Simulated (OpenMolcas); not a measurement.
# V³⁺ among point charges: CASSCF and CASPT2 levels and susceptibility

Aim: the splitting of the states of V³⁺ in the field of 4 point charges, its lowest levels with spin-orbit coupling and its magnetic susceptibility.

Method: state-averaged CASSCF and CASPT2, spin-orbit coupling by RASSI with atomic mean-field integrals. Code: OpenMolcas 26.06.

## 1. Starting point

| Item | Value |
| --- | --- |
| Species | V³⁺ (vanadium, Z = 23, 20 electrons) |
| Basis | ANO-RCC-VTZP [6s5p3d2f1g], 59 functions |
| Scalar Hamiltonian | DKH2, point nucleus |
| Inactive shells | 1s 2s 2p 3s 3p |
| Active space | 2 electrons in 5 orbitals (3d) |
| Some configurations of this space | 3d² |
| Orbitals | optimised for each spin and parity, averaged over all roots |

The outer shells:

3d2
```
3d [↑ ][↑ ][  ][  ][  ]
```

The ion sits among 4 point charges of -0.65 e arranged as a tetrahedron (Td), 1.83 Å from the ion.

The work runs as a chain of OpenMolcas steps in one folder; each step below is one input file. Labels, J, g values, rates, χT and fits are worked out afterwards by a script from the matrices that RASSI stores.

## 2. Basis and integrals

a.inp

```
&GATEWAY
Coord
1

V 0.0 0.0 0.0
Basis=ANO-RCC-VTZP
Group=NoSym
NoMove
AngMom=0.0 0.0 0.0
AMFI
XField
4 Angstrom 0
1.056551 1.056551 1.056551 -0.650000
1.056551 -1.056551 -1.056551 -0.650000
-1.056551 1.056551 -1.056551 -0.650000
-1.056551 -1.056551 1.056551 -0.650000
&SEWARD
```

Command:

```console
$ OMP_NUM_THREADS=1 MOLCAS_MEM=1689 MOLCAS_PROJECT=a pymolcas a.inp > a.log
```

## 3. CASSCF: triplets, 10 roots

a.inp

```
&RASSCF
FileOrb=start.orb
Symmetry=1
Spin=3
nActEl=2 0 0
Inactive=9
Ras2=5
CIRoot=10 10 1
SDav=10
CIMx=300
Iter=120 100
PrWF=0.3
OrbListing=Nothing
MaxOrb=0
>>> COPY $Project.JobIph JOB001
```

start.orb holds the contracted functions of the basis, ordered by shell, or the orbitals of the step before.

## 4. CASSCF: singlets, 15 roots

a.inp

```
&RASSCF
FileOrb=start.orb
Symmetry=1
Spin=1
nActEl=2 0 0
Inactive=9
Ras2=5
CIRoot=15 15 1
SDav=15
CIMx=300
Iter=120 100
PrWF=0.3
OrbListing=Nothing
MaxOrb=0
>>> COPY $Project.JobIph JOB002
```

## 5. State interaction with spin-orbit coupling

a.inp

```
&RASSI
NrOfJobIphs=2 10 15
1 2 3 4 5 6 7 8 9 10
1 2 3 4 5 6 7 8 9 10 11 12 13 14 15
IphNames
JOB001
JOB002
EJob
SpinOrbit
DIPRint=1.0
SOCoupling=1000.0
Subsets=2
Property=9
'ANGMOM' 1 'ANGMOM' 2 'ANGMOM' 3 'MLTPL  1' 1 'MLTPL  1' 2 'MLTPL  1' 3
'AMFI' 1 'AMFI' 2 'AMFI' 3
SOProperty=3
'ANGMOM' 1 'ANGMOM' 2 'ANGMOM' 3
```

## 6. CASPT2: IPEA 0.25, imaginary shift 0.1 (closed shells correlated: 3s 3p)

a.inp

```
>>> COPY JOB001 $Project.JobIph
&CASPT2
Multistate=10 1 2 3 4 5 6 7 8 9 10
NoMult
Frozen=5
IPEA=0.25
Imaginary=0.1
MaxIter=60
WThr=0.0 0.3 0.05
PrWF=0.5
NoMix
>>> COPY JOB002 $Project.JobIph
&CASPT2
Multistate=15 1 2 3 4 5 6 7 8 9 10 11 12 13 14 15
NoMult
Frozen=5
IPEA=0.25
Imaginary=0.1
MaxIter=60
WThr=0.0 0.3 0.05
PrWF=0.5
NoMix
```

(Steps that only read results are left out.)

**Question.** What will these runs give? Wanted: spin-free ground state; first state of the same spin within the active space; lowest level; next level.

**Answer**, as computed:

```
                                            quantity                                                                        value
                                              method  SS-CASPT2, IPEA 0.25, imaginary shift 0.1 (closed shells correlated: 3s 3p)
                              spin-free ground state                                              3A2, 1-fold in its orbital part
first state of the same spin within the active space                                                              3T2 at 425 cm⁻¹
                                        lowest level                                                                    3-fold T2
                                          next level                                                                   496.9 cm⁻¹
                                         χT at 300 K                                                               0.85 cm³ K/mol
                           effective moment at 300 K                                                                      2.60 μB
```

Cost by method:

| method | time of its own steps | time with the reference |
| --- | --- | --- |
| A. CASSCF | 5 s | 5 s |
| B. SS-CASPT2, IPEA 0.25, imaginary shift 0.1, +3s 3p | 4.7 s | 9.7 s |

Times are of one thread on a shared host.

The spin-free ground state (3A2) comes to 100 % from free-ion F terms and keeps the highest spin of the shell. χT at 300 K is 0.85, against 1.00 cm³ K/mol for the spin alone, so spin-orbit coupling lowers it. CASPT2 does not keep the components of a term degenerate, and the means are used. The field of point charges can differ much from that of real complexes. This is an electrostatic model: the charges have no orbitals.
